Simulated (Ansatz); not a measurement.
# CdH₃NS: basis-set convergence

An exercise on one series of results from a longer session: the logs are not shown, and one member is left open.

Computed with Ansatz 0.2.0, Gaussian basis. Level: one geometry, several basis sets.

Plan: PBE0-D4/def2-SVP; ωB97M-V/def2-SVP; PBE0-D4/def2-QZVPP; ωB97M-V/def2-QZVPP; the functionals' def2-TZVPP values are taken from earlier runs.

**Structure used throughout**

The geometry comes from an earlier relaxation with PBE0-D4 in a triple-zeta def2 set; it is a stationary point. Cd takes the def2 core potential; no spin-orbit term is included.

SMILES `[NH2][Cd][SH]`, 6 atoms, charge 0, spin multiplicity 1.

Atoms are counted from 1 here; the program's logs count them from 0.

Bond lengths: N1–Cd2 2.011 Å, N1–H4 1.013 Å, N1–H5 1.013 Å, Cd2–S3 2.329 Å, S3–H6 1.344 Å. Angles: Cd2–N1–H4 112.9°, Cd2–N1–H5 112.8°, H4–N1–H5 106.6°, N1–Cd2–S3 174.3°, Cd2–S3–H6 93.6°.

Coordinates:

```xyz
6

N    -1.0016   -0.2542   -1.3617
Cd   -0.0063    0.3424    0.2812
S     1.0096    1.2182    2.1851
H    -1.4722   -1.1426   -1.2357
H    -0.3997   -0.3566   -2.1703
H     1.8703    0.1927    2.3014
```

Set-up of the first run:

The input, in.yaml:

```yaml
crystal:
  periodic: [false, false, false]
  atoms:
    - {symbol: N, position_ang: [-1.001642, -0.254186, -1.361683]}
    - {symbol: Cd, position_ang: [-0.006322, 0.342415, 0.281217]}
    - {symbol: S, position_ang: [1.009618, 1.218199, 2.185102]}
    - {symbol: H, position_ang: [-1.472223, -1.142565, -1.235750]}
    - {symbol: H, position_ang: [-0.399698, -0.356573, -2.170258]}
    - {symbol: H, position_ang: [1.870277, 0.192710, 2.301373]}
basis:
  gaussian: {orbitals: def2-SVP}
hamiltonian: {xc: pbe0, dispersion: d4}
output: {orbitals: {seedname: orbitals}}
```

Launch:

```console
$ ansatz run in.yaml --threads 4 --pin off --events-out ev --progress --plain --max-ram 10444MiB
```

Steps of the session up to this table: PBE0-D4 in def2-SVP; ωB97M-V in def2-SVP; PBE0-D4 in def2-QZVPP; ωB97M-V in def2-QZVPP.

One of the session's tables, all rows but one given; the rest of the session is left out.

It belongs to the step «Functionals by basis». 

```
functional       basis  HOMO (eV)
   PBE0-D4    def2-SVP      -6.79
   PBE0-D4  def2-TZVPP      -7.04
   PBE0-D4  def2-QZVPP          ?
   ωB97M-V    def2-SVP      -9.06
   ωB97M-V  def2-TZVPP      -9.31
   ωB97M-V  def2-QZVPP      -9.37
```

Q: Estimate the row for PBE0-D4, def2-QZVPP from the others.

The run gave: HOMO (eV): -7.10. In the column «HOMO (eV)» it lies between ωB97M-V, def2-SVP (-9.06) and PBE0-D4, def2-TZVPP (-7.04).
